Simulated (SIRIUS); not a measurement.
# TiB2 (P6/mmm) in SIRIUS: convergence with lmax of the potential

Aim: find how far lmax of the potential must go before the results for TiB2 settle, at LDA. This setting moves, with any that are tied to it; all else stays.

Everything below comes from runs of SIRIUS 7.12.0. Logs are shortened: lines on timing, memory, paths and dates and some standing lists are left out, and cuts for length are marked. The log counts tension as positive stress, the text compression.

**1. Starting point**

The structure is hexagonal, space group P6/mmm (No. 191). Conventional cell: a = 3.029 Å, b = 3.029 Å, c = 3.228 Å, α = 90.00°, β = 90.00°, γ = 120.00°. Ti (site symmetry 6/mmm) is surrounded by 12 B at 2.38 Å. Around B (site symmetry -6m2) lie 3 B at 1.75 Å.

**2. With lmax of the potential 2**

Input file sirius.json:

```json
{
  "control": {
    "processing_unit": "cpu",
    "std_evp_solver_name": "lapack",
    "gen_evp_solver_name": "lapack",
    "verbosity": 2,
    "print_forces": true,
    "ortho_rf": true,
    "use_second_variation": true,
    "rmt_max": 3.0,
    "num_bands_to_print": 21,
    "save_wf": true
  },
  "parameters": {
    "electronic_structure_method": "full_potential_lapwlo",
    "xc_functionals": ["XC_LDA_X", "XC_LDA_C_PW"],
    "core_relativity": "dirac",
    "valence_relativity": "iora",
    "num_fv_states": 21,
    "smearing": "fermi_dirac",
    "smearing_width": 0.0018374661,
    "pw_cutoff": 21,
    "gk_cutoff": 4.01,
    "lmax_apw": 10,
    "lmax_rho": 2,
    "lmax_pot": 2,
    "num_mag_dims": 0,
    "auto_rmt": 0,
    "ngridk": [10, 10, 8],
    "shiftk": [0, 0, 0],
    "num_dft_iter": 80,
    "energy_tol": 1e-07,
    "density_tol": 1e-05,
    "use_symmetry": true
  },
  "settings": {"tol_ne": 1e-10},
  "iterative_solver": {"type": "exact"},
  "mixer": {"type": "anderson", "beta": 0.5, "max_history": 8},
  "unit_cell": {
    "lattice_vectors": [[5.7243583767, 0.0, 0.0], [-2.8621791884, 4.9574397745, 0.0], [0.0, 0.0, 6.1007918207]],
    "atom_types": ["B", "Ti"],
    "atom_files": {"B": "B.json", "Ti": "Ti.json"},
    "atoms": {"B": [[0.6666666667, 0.3333333333, 0.5], [0.3333333333, 0.6666666667, 0.5]], "Ti": [[0.0, 0.0, 0.0]]}
  }
}
```

Input file B.json:

```json
{
  "name": "boron",
  "symbol": "B",
  "number": 5,
  "mass": 10.811,
  "rmin": 1e-06,
  "rmt": 1.62,
  "nrmt": 800,
  "rinf": 17.81,
  "core": "",
  "valence": [
    {"basis": [{"enu": 0.21, "dme": 0, "n": 0, "auto": 0}, {"enu": 0.21, "dme": 1, "n": 0, "auto": 0}]},
    {"l": 0, "n": 1, "basis": [{"enu": 0.2559, "dme": 0, "n": 0, "auto": 0}]},
    {"l": 1, "n": 2, "basis": [{"enu": 0.31, "dme": 0, "n": 0, "auto": 0}]},
    {"l": 2, "n": 3, "basis": [{"enu": 0.31, "dme": 0, "n": 0, "auto": 0}]},
    {"l": 3, "n": 4, "basis": [{"enu": 0.31, "dme": 0, "n": 0, "auto": 0}]}
  ],
  "lo": [
    {
      "l": 0,
      "basis": [{"enu": 0.2559, "dme": 0, "n": 0, "auto": 0}, {"enu": 0.2559, "dme": 1, "n": 0, "auto": 0}]
    },
    {
      "l": 0,
      "basis": [{"enu": 0.2559, "dme": 1, "n": 0, "auto": 0}, {"enu": 0.2559, "dme": 2, "n": 0, "auto": 0}]
    },
    {
      "l": 0,
      "basis": [{"enu": -6.1164, "dme": 0, "n": 1, "auto": 1}, {"enu": -6.1164, "dme": 1, "n": 1, "auto": 1}]
    },
    {
      "l": 0,
      "basis": [{"enu": 0.2559, "dme": 0, "n": 0, "auto": 0}, {"enu": 4.8284, "dme": 0, "n": 0, "auto": 0}]
    },
    {"l": 1, "basis": [{"enu": 0.31, "dme": 0, "n": 0, "auto": 0}, {"enu": 0.31, "dme": 1, "n": 0, "auto": 0}]},
    {"l": 1, "basis": [{"enu": 0.31, "dme": 1, "n": 0, "auto": 0}, {"enu": 0.31, "dme": 2, "n": 0, "auto": 0}]},
    {"l": 1, "basis": [{"enu": 0.31, "dme": 0, "n": 0, "auto": 0}, {"enu": 5.5683, "dme": 0, "n": 0, "auto": 0}]},
    {"l": 2, "basis": [{"enu": 0.31, "dme": 0, "n": 0, "auto": 0}, {"enu": 0.31, "dme": 1, "n": 0, "auto": 0}]},
    {"l": 2, "basis": [{"enu": 0.31, "dme": 1, "n": 0, "auto": 0}, {"enu": 0.31, "dme": 2, "n": 0, "auto": 0}]},
    {"l": 2, "basis": [{"enu": 0.31, "dme": 0, "n": 0, "auto": 0}, {"enu": 6.2542, "dme": 0, "n": 0, "auto": 0}]},
    {"l": 3, "basis": [{"enu": 0.31, "dme": 0, "n": 0, "auto": 0}, {"enu": 0.31, "dme": 1, "n": 0, "auto": 0}]}
  ],
  "free_atom": [... radial grid and density of the free atom, the start of the SCF ...]
}
```

Input file Ti.json:

```json
{
  "name": "titanium",
  "symbol": "Ti",
  "number": 22,
  "mass": 47.867,
  "rmin": 1e-06,
  "rmt": 2.23,
  "nrmt": 800,
  "rinf": 17.51,
  "core": "1s2s2p",
  "valence": [
    {"basis": [{"enu": 0.21, "dme": 0, "n": 0, "auto": 0}, {"enu": 0.21, "dme": 1, "n": 0, "auto": 0}]},
    {"l": 0, "n": 1, "basis": [{"enu": 0.31, "dme": 0, "n": 0, "auto": 0}]},
    {"l": 1, "n": 2, "basis": [{"enu": 0.31, "dme": 0, "n": 0, "auto": 0}]},
    {"l": 2, "n": 3, "basis": [{"enu": 0.31, "dme": 0, "n": 0, "auto": 0}]},
    {"l": 3, "n": 4, "basis": [{"enu": 0.31, "dme": 0, "n": 0, "auto": 0}]}
  ],
  "lo": [
    {"l": 0, "basis": [{"enu": 0.31, "dme": 0, "n": 0, "auto": 0}, {"enu": 0.31, "dme": 1, "n": 0, "auto": 0}]},
    {
      "l": 0,
      "basis": [{"enu": -1.8103, "dme": 0, "n": 3, "auto": 1}, {"enu": -1.8103, "dme": 1, "n": 3, "auto": 1}]
    },
    {
      "l": 0,
      "basis": [{"enu": -1.8103, "dme": 1, "n": 3, "auto": 1}, {"enu": 0.31, "dme": 0, "n": 0, "auto": 0}]
    },
    {"l": 0, "basis": [{"enu": 0.31, "dme": 0, "n": 0, "auto": 0}, {"enu": 3.5274, "dme": 0, "n": 0, "auto": 0}]},
    {"l": 1, "basis": [{"enu": 0.31, "dme": 0, "n": 0, "auto": 0}, {"enu": 0.31, "dme": 1, "n": 0, "auto": 0}]},
    {
      "l": 1,
      "basis": [{"enu": -0.9503, "dme": 0, "n": 3, "auto": 1}, {"enu": -0.9503, "dme": 1, "n": 3, "auto": 1}]
    },
    {
      "l": 1,
      "basis": [{"enu": -0.9503, "dme": 1, "n": 3, "auto": 1}, {"enu": 0.31, "dme": 0, "n": 0, "auto": 0}]
    },
    {"l": 1, "basis": [{"enu": 0.31, "dme": 0, "n": 0, "auto": 0}, {"enu": 4.0101, "dme": 0, "n": 0, "auto": 0}]},
    {"l": 2, "basis": [{"enu": 0.31, "dme": 0, "n": 0, "auto": 0}, {"enu": 0.31, "dme": 1, "n": 0, "auto": 0}]},
    {"l": 2, "basis": [{"enu": 0.31, "dme": 1, "n": 0, "auto": 0}, {"enu": 0.31, "dme": 2, "n": 0, "auto": 0}]},
    {"l": 2, "basis": [{"enu": 0.31, "dme": 0, "n": 0, "auto": 0}, {"enu": 3.447, "dme": 0, "n": 0, "auto": 0}]},
    {"l": 3, "basis": [{"enu": 0.31, "dme": 0, "n": 0, "auto": 0}, {"enu": 0.31, "dme": 1, "n": 0, "auto": 0}]},
    {"l": 3, "basis": [{"enu": 0.31, "dme": 0, "n": 0, "auto": 0}, {"enu": 3.809, "dme": 0, "n": 0, "auto": 0}]}
  ],
  "free_atom": [... radial grid and density of the free atom, the start of the SCF ...]
}
```

Input file sirius_start.json:

```json
{
  "control": {
    "processing_unit": "cpu",
    "std_evp_solver_name": "lapack",
    "gen_evp_solver_name": "lapack",
    "verbosity": 1,
    "print_forces": false,
    "ortho_rf": true,
    "use_second_variation": true,
    "rmt_max": 3.0,
    "num_bands_to_print": 21,
    "save_wf": false
  },
  "parameters": {
    "electronic_structure_method": "full_potential_lapwlo",
    "xc_functionals": ["XC_LDA_X", "XC_LDA_C_PW"],
    "core_relativity": "dirac",
    "valence_relativity": "iora",
    "num_fv_states": 21,
    "smearing": "fermi_dirac",
    "smearing_width": 0.0055123983,
    "pw_cutoff": 21,
    "gk_cutoff": 3.21,
    "lmax_apw": 10,
    "lmax_rho": 2,
    "lmax_pot": 2,
    "num_mag_dims": 0,
    "auto_rmt": 0,
    "ngridk": [4, 4, 3],
    "shiftk": [0, 0, 0],
    "num_dft_iter": 30,
    "energy_tol": 0.01,
    "density_tol": 0.05,
    "use_symmetry": true
  },
  "settings": {"tol_ne": 1e-10},
  "iterative_solver": {"type": "exact"},
  "mixer": {"type": "anderson", "beta": 0.5, "max_history": 8},
  "unit_cell": {
    "lattice_vectors": [[5.7243583767, 0.0, 0.0], [-2.8621791884, 4.9574397745, 0.0], [0.0, 0.0, 6.1007918207]],
    "atom_types": ["B", "Ti"],
    "atom_files": {"B": "B.json", "Ti": "Ti.json"},
    "atoms": {"B": [[0.6666666667, 0.3333333333, 0.5], [0.3333333333, 0.6666666667, 0.5]], "Ti": [[0.0, 0.0, 0.0]]}
  }
}
```

Potentials or basis: all-electron FP-LAPW, apw+lo standard.

Run with:

```console
$ OMP_NUM_THREADS=1 sirius.scf --input=sirius_start.json --output=start.json
$ OMP_NUM_THREADS=1 sirius.scf --input=sirius.json --output=output.json --task=1
```

It took 40 s on 1 thread of Arm Neoverse V2, shared host; peak memory 0.35 GiB.

What came out:

| Quantity | Value |
| --- | --- |
| Free energy | -24527.7851 eV |
| Band gap on the k mesh | none (metal or under the smearing width) |
| All electrons inside the program's atomic spheres | Ti 20.18; B 3.69 (radii B 1.62, Ti 2.23 bohr) |

**3. With lmax of the potential 3**

Changes to sirius.json since step 2:

```diff
@@ -24,4 +24,4 @@
     "lmax_apw": 10,
-    "lmax_rho": 2,
-    "lmax_pot": 2,
+    "lmax_rho": 3,
+    "lmax_pot": 3,
     "num_mag_dims": 0,
```

B.json is that of step 2.

Ti.json is that of step 2.

Changes to sirius_start.json since step 2:

```diff
@@ -24,4 +24,4 @@
     "lmax_apw": 10,
-    "lmax_rho": 2,
-    "lmax_pot": 2,
+    "lmax_rho": 3,
+    "lmax_pot": 3,
     "num_mag_dims": 0,
```

Potentials or basis: all-electron FP-LAPW, apw+lo standard.

Run with:

```console
$ OMP_NUM_THREADS=1 sirius.scf --input=sirius_start.json --output=start.json
$ OMP_NUM_THREADS=1 sirius.scf --input=sirius.json --output=output.json --task=1
```

Wall time 41 s (1 thread of Arm Neoverse V2, shared host); peak memory 0.37 GiB.

What came out:

| Property | Result |
| --- | --- |
| Free energy | -24527.8630 eV |
| Band gap on the k mesh | none (metal or under the smearing width) |
| All electrons inside the program's atomic spheres | Ti 20.18; B 3.69 (radii B 1.62, Ti 2.23 bohr) |

**4. With lmax of the potential 4**

Changes to sirius.json since step 3:

```diff
@@ -24,4 +24,4 @@
     "lmax_apw": 10,
-    "lmax_rho": 3,
-    "lmax_pot": 3,
+    "lmax_rho": 4,
+    "lmax_pot": 4,
     "num_mag_dims": 0,
```

B.json is that of step 3.

Ti.json is that of step 3.

Changes to sirius_start.json since step 3:

```diff
@@ -24,4 +24,4 @@
     "lmax_apw": 10,
-    "lmax_rho": 3,
-    "lmax_pot": 3,
+    "lmax_rho": 4,
+    "lmax_pot": 4,
     "num_mag_dims": 0,
```

Run with:

```console
$ OMP_NUM_THREADS=1 sirius.scf --input=sirius_start.json --output=start.json
$ OMP_NUM_THREADS=1 sirius.scf --input=sirius.json --output=output.json --task=1
```

It took 42 s on 1 thread of Arm Neoverse V2, shared host; peak memory 0.39 GiB.

What came out:

| Item | Value |
| --- | --- |
| Free energy | -24527.8809 eV |
| Band gap on the k mesh | none (metal or under the smearing width) |
| All electrons inside the program's atomic spheres | Ti 20.18; B 3.69 (radii B 1.62, Ti 2.23 bohr) |

**5. With lmax of the potential 6**

Changes to sirius.json since step 4:

```diff
@@ -24,4 +24,4 @@
     "lmax_apw": 10,
-    "lmax_rho": 4,
-    "lmax_pot": 4,
+    "lmax_rho": 6,
+    "lmax_pot": 6,
     "num_mag_dims": 0,
```

B.json is that of step 4.

Ti.json is that of step 4.

Changes to sirius_start.json since step 4:

```diff
@@ -24,4 +24,4 @@
     "lmax_apw": 10,
-    "lmax_rho": 4,
-    "lmax_pot": 4,
+    "lmax_rho": 6,
+    "lmax_pot": 6,
     "num_mag_dims": 0,
```

Run with:

```console
$ OMP_NUM_THREADS=1 sirius.scf --input=sirius_start.json --output=start.json
$ OMP_NUM_THREADS=1 sirius.scf --input=sirius.json --output=output.json --task=1
```

It took 46 s on 1 thread of Arm Neoverse V2, shared host; peak memory 0.44 GiB.

Results:

```
Free energy                                       : -24527.8842 eV
Band gap on the k mesh                            : none (metal or under the smearing width)
All electrons inside the program's atomic spheres : Ti 20.18; B 3.69 (radii B 1.62, Ti 2.23 bohr)
```

**6. With lmax of the potential 8**

Changes to sirius.json since step 5:

```diff
@@ -24,4 +24,4 @@
     "lmax_apw": 10,
-    "lmax_rho": 6,
-    "lmax_pot": 6,
+    "lmax_rho": 8,
+    "lmax_pot": 8,
     "num_mag_dims": 0,
```

B.json is that of step 5.

Ti.json is that of step 5.

Changes to sirius_start.json since step 5:

```diff
@@ -24,4 +24,4 @@
     "lmax_apw": 10,
-    "lmax_rho": 6,
-    "lmax_pot": 6,
+    "lmax_rho": 8,
+    "lmax_pot": 8,
     "num_mag_dims": 0,
```

Potentials or basis: all-electron FP-LAPW, apw+lo standard.

Run with:

```console
$ OMP_NUM_THREADS=1 sirius.scf --input=sirius_start.json --output=start.json
$ OMP_NUM_THREADS=1 sirius.scf --input=sirius.json --output=output.json --task=1
```

It took 51 s on 1 thread of Arm Neoverse V2, shared host; peak memory 0.51 GiB.

The run converged. Its results:

- Free energy: -24527.8843 eV
- Band gap on the k mesh: none (metal or under the smearing width)
- All electrons inside the program's atomic spheres: Ti 20.18; B 3.69 (radii B 1.62, Ti 2.23 bohr)

**7. With lmax of the potential 10**

Changes to sirius.json since step 6:

```diff
@@ -24,4 +24,4 @@
     "lmax_apw": 10,
-    "lmax_rho": 8,
-    "lmax_pot": 8,
+    "lmax_rho": 10,
+    "lmax_pot": 10,
     "num_mag_dims": 0,
```

B.json is that of step 6.

Ti.json is that of step 6.

Changes to sirius_start.json since step 6:

```diff
@@ -24,4 +24,4 @@
     "lmax_apw": 10,
-    "lmax_rho": 8,
-    "lmax_pot": 8,
+    "lmax_rho": 10,
+    "lmax_pot": 10,
     "num_mag_dims": 0,
```

Potentials or basis: all-electron FP-LAPW, apw+lo standard.

Run with:

```console
$ OMP_NUM_THREADS=1 sirius.scf --input=sirius_start.json --output=start.json
$ OMP_NUM_THREADS=1 sirius.scf --input=sirius.json --output=output.json --task=1
```

The program printed:

```text
[info] SIRIUS version : 7.12.0
[info] number of MPI ranks           : 1
[info] MPI grid                      : 1 1
[info] maximum number of OMP threads : 1
[fft] FFT context for density and potential
[fft] =====================================
[fft]   plane wave cutoff                     : 21
[fft]   grid size                             : 45 45 45   total : 91125
[fft]   grid limits                           : -22 22   -22 22   -22 22
[fft]   number of G-vectors within the cutoff : 26975
[fft]   number of G-shells                    : 1391
[fft] FFT context for coarse grid
[fft] =====================================
[fft]   plane wave cutoff                     : 8.02
[fft]   grid size                             : 18 18 18   total : 5832
[fft]   grid limits                           : -8 9   -8 9   -8 9
[fft]   number of G-vectors within the cutoff : 1545
[fft]   number of G-shells                    : 107
[unit cell] lattice vectors
[unit cell]   a1 :       5.7243583767      0.0000000000      0.0000000000
[unit cell]   a2 :      -2.8621791884      4.9574397745      0.0000000000
[unit cell]   a3 :       0.0000000000      0.0000000000      6.1007918207
[unit cell] reciprocal lattice vectors
[unit cell]   b1 :       1.0976226319      0.6337127220     -0.0000000000
[unit cell]   b2 :       0.0000000000      1.2674254440      0.0000000000
[unit cell]   b3 :       0.0000000000     -0.0000000000      1.0298966908
[unit cell] unit cell volume :       173.12925801 [a.u.^3]
[unit cell] 1/sqrt(omega)    :         0.07600021
[unit cell] MT volume        :        82.06938731 (47.40%)
[unit cell] IT volume        :        91.05987070 (52.60%)
[unit cell] number of atom types : 2
[unit cell] type id : 0 symbol :  B mt_radius :   1.620000 num_atoms : 2
[unit cell] type id : 1 symbol : Ti mt_radius :   2.230000 num_atoms : 1
[unit cell] total number of atoms : 3
[unit cell] number of symmetry classes : 2
[unit cell] atom id  type id  class id             position                      vector_field
[... 422 lines left out ...]
[find] Total energy                   :    -901.38288994 (Ha),   -1802.76577988 (Ry)
[find] Free energy (E-TS)             :    -901.38312279 (Ha),   -1802.76624558 (Ry)
[find] band gap (eV)                  :       0.00000000
[find] Efermi                         :       0.39577418
[find] iteration : 5, RMS (target) : 5.9581e-06 (1.0000e-05) , energy difference (target) : -6.3902e-09 (1.0000e-07)
[find] converged after 6 SCF iterations!
[find] Charges and magnetic moments
[find] --------------------------------------------------------------------------------
[find] atom      charge    core leakage
[find] --------------------------------------------------------------------------------
[find]    0    3.689815    0.000000e+00
[find]    1    3.689815    0.000000e+00
[find]    2   20.181066    4.218687e-09
[find] total core leakage    : 4.21868716e-09
[find] interstitial charge   : 4.439304
[find] total charge          : 31.999999
[find] Energy
[find] --------------------------------------------------------------------------------
[find] valence_eval_sum               :     -29.67899330
[find] core_eval_sum                  :    -487.93259858
[find] kinetic energy                 :     908.43714541
[find] enuc                           :   -1080.48016611
[find] <rho|V^{XC}>                   :     -63.60440466
[find] <rho|E^{XC}>                   :     -48.11782545
[find] <mag|B^{XC}>                   :       0.00000000
[find] <rho|V^{H}>                    :   -1362.44433262
[find] smearing (-TS)                 :      -0.00023285
[find] SCF correction                 :       0.00012253
[find] Total energy                   :    -901.38288994 (Ha),   -1802.76577988 (Ry)
[find] Free energy (E-TS)             :    -901.38312279 (Ha),   -1802.76624558 (Ry)
[find] band gap (eV)                  :       0.00000000
[find] Efermi                         :       0.39577418
[ground_state]
[ground_state] ==== total Forces in Ha/bohr =====
[ground_state] atom:    0, force:       0.0000000     -0.0000000      0.0000000
[ground_state] atom:    1, force:      -0.0000000      0.0000000     -0.0000000
[ground_state] atom:    2, force:       0.0000000      0.0000000      0.0000000
[ground_state] ==== contribution from density =====
[ground_state] atom:    0, force:       0.0000000      0.0000000      0.0000000
[ground_state] atom:    1, force:       0.0000000     -0.0000000      0.0000000
[ground_state] atom:    2, force:       0.0000000      0.0000000      0.0000000
[ground_state] ==== contribution from Hartree potential =====
[ground_state] atom:    0, force:       0.0000000     -0.0000000      0.0000000
[ground_state] atom:    1, force:       0.0000000      0.0000000     -0.0000000
[ground_state] atom:    2, force:       0.0000000      0.0000000      0.0000000
[ground_state] ==== contribution from IBS =====
[ground_state] atom:    0, force:       0.0000000     -0.0000000      0.0000000
[ground_state] atom:    1, force:      -0.0000000      0.0000000      0.0000000
[ground_state] atom:    2, force:       0.0000000      0.0000000      0.0000000
```

Wall time 57 s (1 thread of Arm Neoverse V2, shared host); peak memory 0.6 GiB.

What came out:

| Property | Result |
| --- | --- |
| Free energy | -24527.8843 eV |
| Band gap on the k mesh | none (metal or under the smearing width) |
| All electrons inside the program's atomic spheres | Ti 20.18; B 3.69 (radii B 1.62, Ti 2.23 bohr) |

**8. Summary**

| lmax of the potential | energy less the tightest run, at zero smearing (meV/atom) | SCF cycles | CPU time (s) | peak memory (GiB) |
| --- | --- | --- | --- | --- |
| 2 | 33.06 | 6 | 40 | 0.35 |
| 3 | 7.08 | 6 | 41 | 0.37 |
| 4 | 1.13 | 6 | 42 | 0.39 |
| 6 | 0.03 | 6 | 46 | 0.44 |
| 8 | 0.00 | 6 | 51 | 0.51 |
| 10 | 0.00 | 6 | 57 | 0.6 |

Against the tightest run, the energy stays within 1 meV/atom from 6 on. The tightest run that finished is the yardstick and may itself not be fully converged.
